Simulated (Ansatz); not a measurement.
# BeGa2Se4: the cost of one run

Method: reference: DFT PBE, plane waves, PAW, scalar-relativistic, no spin polarisation, in Ansatz 0.2.0.

## 1. The structure to begin with

The structure is tetragonal, space group I-4 (No. 82). Conventional cell: a = 5.595 Å, b = 5.595 Å, c = 10.453 Å, α = 90.00°, β = 90.00°, γ = 90.00°. Se (site symmetry 1) is surrounded by 2 Ga at 2.31 to 2.37 Å and 1 Be at 2.43 Å. Ga (site symmetry -4) is surrounded by 4 Se at 2.31 Å. Ga (site symmetry -4) has 4 Se at 2.37 Å as nearest neighbours. Around Be (site symmetry -4) lie 4 Se at 2.43 Å.

As a file:

```xyz
7
Lattice="0.0000 5.5946 0.0000 5.5946 0.0000 0.0000 2.7973 2.7973 -5.2264" Properties=species:S:1:pos:R:3 pbc="T T T"
Se    4.1960    4.2519   -3.8675
Se    1.4546    4.1960   -1.3589
Se    6.9933    6.9374   -3.8675
Se    4.1400    1.3987   -1.3589
Ga    2.7973    5.5946   -2.6132
Ga    2.7973    2.7973    0.0000
Be    0.0000    0.0000    0.0000
```

## 2. Baseline

File input.yaml:

```yaml
crystal:
  lattice:
    - [0.0, 5.59464, 0.0]
    - [5.59464, 0.0, 0.0]
    - [2.79732, 2.79732, -5.226405]
  atoms:
    - { symbol: Se, position: [0.39, 0.38, 0.74] }
    - { symbol: Se, position: [0.62, 0.13, 0.26] }
    - { symbol: Se, position: [0.87, 0.88, 0.74] }
    - { symbol: Se, position: [0.12, 0.61, 0.26] }
    - { symbol: Ga, position: [0.75, 0.25, 0.5] }
    - { symbol: Ga, position: [0.5, 0.5, 0.0] }
    - { symbol: Be, position: [0.0, 0.0, 0.0] }
  symmetry: { tolerance: 0.0003 }
kpoints:
  mp_grid: { grid: [4, 4, 4], shift: [0, 0, 0] }
magnetization:
  spin_polarized: false
scf:
  occupations: { method: fermi_dirac }
hamiltonian:
  pseudopotentials: { kind: paw }
  xc: pbe
basis:
  ecutwfc: 420
output:
  forces: true
  stress: true
  eigenvalues: true
relax:
  max_steps: 40
  cell: {}
```

On the command line:

```sh
ansatz run input.yaml --threads 1 --pin off --max-ram 2560MiB --backend cpu --events-out ev --progress --plain --runs-dir out
```

Q: Estimate wall time and peak memory on 1 thread of Intel Xeon 6975P-C (Granite Rapids), shared host.

About 32 s, with a peak of 0.51 GiB.
